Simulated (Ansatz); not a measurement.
Write the native input for Ansatz 0.2.0 that does the following.

| Quantity | Value |
| --- | --- |
| Task | relaxation of the atoms |
| Functional | PBE |
| Potentials or basis | Ansatz PAW |
| Cutoff | 420 eV (not typed: the program's choice for these potentials) |
| k mesh | 7 × 7 × 5 |
| Occupations | fermi-dirac, width 0.05 eV |
| Spin | no spin polarisation |

Crystal: TaSbSe.

```
CELL_PARAMETERS angstrom
3.55702 0.00000 0.00000
0.00000 3.55702 0.00000
0.00000 0.00000 5.63455
ATOMIC_POSITIONS crystal
Ta 0.00000 0.00000 0.00000
Sb 0.00000 0.00000 0.50000
Se 0.50000 0.50000 0.00000
```

The cell was built by a generator and needn't be a form met in nature.

The cell isn't the ideal one: strained by -2 %.

The input as run:

input.yaml

```yaml
crystal:
  lattice:
    - [3.5570178, 0.0, 0.0]
    - [0.0, 3.5570178, 0.0]
    - [0.0, 0.0, 5.63455]
  atoms:
    - { symbol: Ta, position: [0.0, 0.0, 0.0] }
    - { symbol: Sb, position: [0.0, 0.0, 0.5] }
    - { symbol: Se, position: [0.5, 0.5, 0.0] }
hamiltonian:
  xc: pbe
  pseudopotentials: { kind: paw }
kpoints:
  mp_grid: { grid: [7, 7, 5] }
scf:
  occupations: { method: fermi_dirac, width: 0.05 }
output:
  forces: true
  stress: true
  eigenvalues: true
relax:
  f_tol: 0.01
  max_steps: 40
```

Potentials or basis: Ansatz PAW.

Command:

```sh
$ ansatz run input.yaml --threads 2 --pin off --max-ram 5632MiB --backend cpu --events-out ev --progress --plain --runs-dir out
```

Results of the run:

```json
{
  "Pressure after relaxing": "4.3 GPa",
  "Band gap on the k mesh": "none (metal or under the smearing width)"
}
```

Caveat: the relaxation stopped at its first step, so nothing moved; the thresholds are loose for stress.

Wall time 2.5 s on 2 threads of Arm Neoverse V1 (shared host), peak memory 0.39 GiB.
